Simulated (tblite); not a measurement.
# C3H9ClO2Si2: the cost of one run

Computed with tblite 0.8.0 and PySCF 2.14.0, with density-fitted response routines of our own, on a single molecule in the gas phase. Atoms count from 0, in the outputs and in this text.

**1. The starting structure**

17 atoms, charge 0, multiplicity 1; geometry from: force field or distance geometry start.

Bonds of the start (Å): Si0–C1 1.81, C1–O2 1.36, O2–Si3 1.65, Si3–O4 1.73, O4–C5 1.36, C5–C6 1.32, C6–Cl7 1.76, Si0–H8 1.46, Si0–H9 1.50, Si0–H10 1.48, C1–H11 1.13, C1–H12 1.11, Si3–H13 1.49, Si3–H14 1.47, C5–H15 1.08, C6–H16 1.10.

**2. Optimising the geometry with GFN2-xTB**

Job settings and geometry (Å):

```
{"job": {"kind": "relax", "xc": "GFN2-xTB", "basis": "xTB"}, "charge": 0, "multiplicity": 1}
Si    -2.765200     0.735400     0.143200
C     -2.164700    -0.795200    -0.623800
O     -0.859600    -0.862800    -1.014700
Si     0.372700    -0.635200     0.062500
O      1.805600    -0.389800    -0.880300
C      2.797900     0.500700    -0.597000
C      3.570600     0.441500     0.465900
Cl     3.360500    -0.852300     1.646000
H     -1.811400     1.840900     0.180000
H     -3.318600     0.419100     1.496900
H     -3.917800     1.225600    -0.650500
H     -2.372600    -1.653700     0.076300
H     -2.785700    -0.994800    -1.525600
H      0.597400    -1.907100     0.795400
H      0.164800     0.399400     1.086200
H      2.979300     1.327800    -1.274800
H      4.339800     1.212600     0.604600
```

Started as:

```sh
OMP_NUM_THREADS=1 python probes_run.py task.json out
```

The driver reads the jobs from task.json and runs them one after another.

**Question.** How long does this first job take on 1 thread of Arm Neoverse V1, shared host, and how much memory does it need?

About 1.4 s, with a peak of 0.18 GiB.
